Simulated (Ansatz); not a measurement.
# Ca2C: how the settings move a single-point run

Question: which choices in the input matter for Ca2C? The cell is built on a prototype (antifluorite) and needn't be the phase found in nature.

Program: Ansatz 0.2.0. Level of theory: reference: DFT, HSE06, plane waves, PAW. These are calculated values, not measurements.

4 further runs of the same task are left out: 1 for a known fault of the program, 3 that didn't finish.

**1. Starting point**

The structure is cubic, space group Fm-3m (No. 225). The conventional cell has a = 6.257 Å, b = 6.257 Å, c = 6.257 Å, α = 90.00°, β = 90.00°, γ = 90.00°. Around C (site symmetry m-3m) lie 8 Ca at 2.71 Å. Ca (site symmetry -43m) has 4 C at 2.71 Å as nearest neighbours.

Structure file:

```cif
data_structure
_symmetry_space_group_name_H-M 'Fm-3m'
_symmetry_Int_Tables_number 225
_cell_length_a 6.2572
_cell_length_b 6.2572
_cell_length_c 6.2572
_cell_angle_alpha 90.000
_cell_angle_beta 90.000
_cell_angle_gamma 90.000
_cell_volume 244.98
loop_
_atom_site_label
_atom_site_type_symbol
_atom_site_symmetry_multiplicity
_atom_site_Wyckoff_symbol
_atom_site_fract_x
_atom_site_fract_y
_atom_site_fract_z
_atom_site_occupancy
C1 C 4 a 0.00000 0.00000 0.00000 1
Ca1 Ca 8 c 0.25000 0.75000 0.75000 1
```

**2. Reference**

Contents of input.yaml:

```yaml
crystal:
  lattice:
    - [0.0, 3.1285803947, 3.1285803947]
    - [3.1285803947, 0.0, 3.1285803947]
    - [3.1285803947, 3.1285803947, 0.0]
  atoms:
    - { symbol: C, position: [0.0, 0.0, 0.0] }
    - { symbol: Ca, position: [0.25, 0.25, 0.25] }
    - { symbol: Ca, position: [0.75, 0.75, 0.75] }
kpoints:
  mp_grid: { grid: [4, 4, 4] }
hamiltonian:
  xc: hse06
scf:
  occupations: { method: fixed }
  n_extra_bands: 4
output:
  forces: true
  stress: true
  eigenvalues: true
  write_density: true
  write_potential: true
  elf: true
  volumetric_format: npy
```

Started as:

```
ansatz run input.yaml --threads 4 --pin off --max-ram 3686MiB --backend cpu --events-out ev --progress --plain --runs-dir out
```

**3. Changed: xc r2scan50**

input.yaml: that of step 2 with these lines changed.

```diff
@@ -12,3 +12,3 @@
 hamiltonian:
-  xc: hse06
+  xc: r2scan50
 scf:
@@ -20,5 +20 @@
   eigenvalues: true
-  write_density: true
-  write_potential: true
-  elf: true
-  volumetric_format: npy
```

**4. Changing settings: exchange pbe, correlation pbe, coeff 0.4, omega 0.5**

input.yaml: that of step 2 with these lines changed.

```diff
@@ -12,3 +12,3 @@
 hamiltonian:
-  xc: hse06
+  xc: { exchange: pbe, correlation: pbe, exx: { coeff: 0.4, omega: 0.5 } }
 scf:
@@ -20,5 +20 @@
   eigenvalues: true
-  write_density: true
-  write_potential: true
-  elf: true
-  volumetric_format: npy
```

**5. Changing settings: exchange pbe, correlation pbe, coeff 0.5, omega 0.5**

input.yaml: that of step 2 with these lines changed.

```diff
@@ -12,3 +12,3 @@
 hamiltonian:
-  xc: hse06
+  xc: { exchange: pbe, correlation: pbe, exx: { coeff: 0.5, omega: 0.5 } }
 scf:
@@ -20,5 +20 @@
   eigenvalues: true
-  write_density: true
-  write_potential: true
-  elf: true
-  volumetric_format: npy
```

**6. A run with other settings**

input.yaml: that of step 2 with these lines changed.

```diff
@@ -15,3 +15,3 @@
   occupations: { method: fixed }
-  n_extra_bands: 4
+  n_extra_bands: 0
 output:
@@ -20,5 +20 @@
   eigenvalues: true
-  write_density: true
-  write_potential: true
-  elf: true
-  volumetric_format: npy
```

(Steps that only read results are left out.)

Q: Predict the outcome of this session. Wanted: for each run, ending; energy change; pressure; gap; force.

As calculated:

| run | ending | energy change | pressure (GPa) | gap (eV) | force (eV/Å) | cycles | time |
| --- | --- | --- | --- | --- | --- | --- | --- |
| reference | converged | 0 | 0.3 | 0.83 | 0.00 | 16 | 3.8 s |
| 1: xc r2scan50 | converged | not comparable | -0.1 | 2.95 | 0.00 | 22 | 7 s |
| 2: exchange pbe, correlation pbe, coeff 0.4, omega 0.5 | converged | not comparable | 0.5 | 0.62 | 0.00 | 17 | 5.2 s |
| 3: exchange pbe, correlation pbe, coeff 0.5, omega 0.5 | converged | not comparable | 0.4 | 0.74 | 0.00 | 19 | 4.3 s |
| 4: n_extra_bands 0 | converged | 0.0 meV/atom | 0.3 | 0.83 | 0.00 | 17 | 3.6 s |

Times don't compare one to one where runs were asked for different outputs or read a saved state (see the inputs); cycles may leave out searches for a lower state.

Residual by cycle in the longest SCF loop of each run; runs are numbered as in the table. The quantity is the density residual dr2, in eV.

| cycle | reference | run 1 | run 2 | run 3 | run 4 |
| --- | --- | --- | --- | --- | --- |
| 1 | 0.0488 | 0.178 | 0.0485 | 0.0483 | 0.052 |
| 2 | 0.0632 | 0.132 | 0.0631 | 0.063 | 0.072 |
| 3 | 0.00103 | 0.00485 | 0.00104 | 0.00105 | 0.00138 |
| 4 | 6.7e-6 | 6.3e-5 | 7.9e-6 | 7.3e-6 | 3.6e-5 |
| 5 | 4.5e-6 | 2.9e-5 | 4.7e-6 | 4.7e-6 | 5.2e-6 |
| 6 | 2.6e-7 | 3.6e-5 | 2.1e-7 | 1.8e-7 | 1.3e-7 |
| 7 | - | 9.1e-6 | - | - | - |

«n_extra_bands 0» leaves the energy as it was.
